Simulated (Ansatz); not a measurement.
# CH₄GeSe, SMILES [CH2]1[GeH2][Se]1: a relaxed scan of one distance

Computed with Ansatz 0.2.0, Python API.

`run_relaxed_scan.py`:
```python
'''Relaxed scan of one distance in CH4GeSe.'''

import ansatz
import numpy as np

BASIS_SET = 'def2-SVP'
FUNCTIONAL = 'pbe'


def main() -> None:
    geometry_ang = [
        ('C', (-0.5973, -0.2818, -0.6428)),
        ('Ge', (0.6758, 0.4089, 0.5566)),
        ('Se', (-0.6088, -1.6584, 0.6015)),
        ('H', (-1.5184, 0.3511, -0.627)),
        ('H', (-0.236, -0.5163, -1.6674)),
        ('H', (0.171, 1.441, 1.6131)),
        ('H', (2.1749, 0.1874, 0.1204)),
    ]
    system = ansatz.Crystal.molecule()
    for symbol, xyz in geometry_ang:
        system = system.atom(symbol, xyz)

    job = (
        system.calculation()
        .basis(gaussian=BASIS_SET)
        .functional(FUNCTIONAL)
    )
    symbols = [site.symbol for site in system.cartesian_sites]
    pairs = [(0, 1), (0, 2), (0, 3), (0, 4), (1, 2), (1, 5)]
    print('held (A)   E (eV)        ', '  '.join(f'{symbols[i]}{i}-{symbols[j]}{j}' for i, j in pairs))
    for length in [1.02, 1.11, 1.2, 1.33, 1.5]:
        rep = job.relax(constraints=[ansatz.DistanceConstraint((0, 4), at=length)], force_tolerance=0.02, max_steps=60).run().report
        xyz = np.array(rep['positions_ang'])
        print(f'{length:6.2f} {rep["free_energy_ev"]:14.5f}  ', '  '.join(f'{np.linalg.norm(xyz[i] - xyz[j]):.3f}' for i, j in pairs))


if __name__ == '__main__':
    main()
```

```console
$ python run_relaxed_scan.py
held (A)   E (eV)         C0-Ge1  C0-Se2  C0-H3  C0-H4  Ge1-Se2  Ge1-H5
DeckWarning: relax.constraints: the input's atoms, or those drawn, lie off the distances that are held; a relaxation that starts there is brought onto them ahead of its first SCF, by positions alone, [...]
  1.02  -122933.74232   1.947  2.030  1.103  1.020  2.346  1.542
  1.11  -122933.87545   1.946  2.027  1.104  1.110  2.347  1.543
  1.20  -122933.74871   1.944  2.022  1.103  1.200  2.349  1.543
  1.33  -122933.32389   1.942  2.013  1.103  1.330  2.351  1.543
  1.50  -122932.60845   1.938  1.996  1.103  1.500  2.358  1.543
```
(Warnings from the package without file and line, shortened, repeats left out.)

Total energies depend on the basis set; only differences at equal settings carry meaning. The energies are electronic: no zero-point or thermal terms, and the basis set is short of its limit. Hardware and time: 120 s on 1 thread of Arm Neoverse V1, with other jobs on the host, peak memory 0.21 GiB.
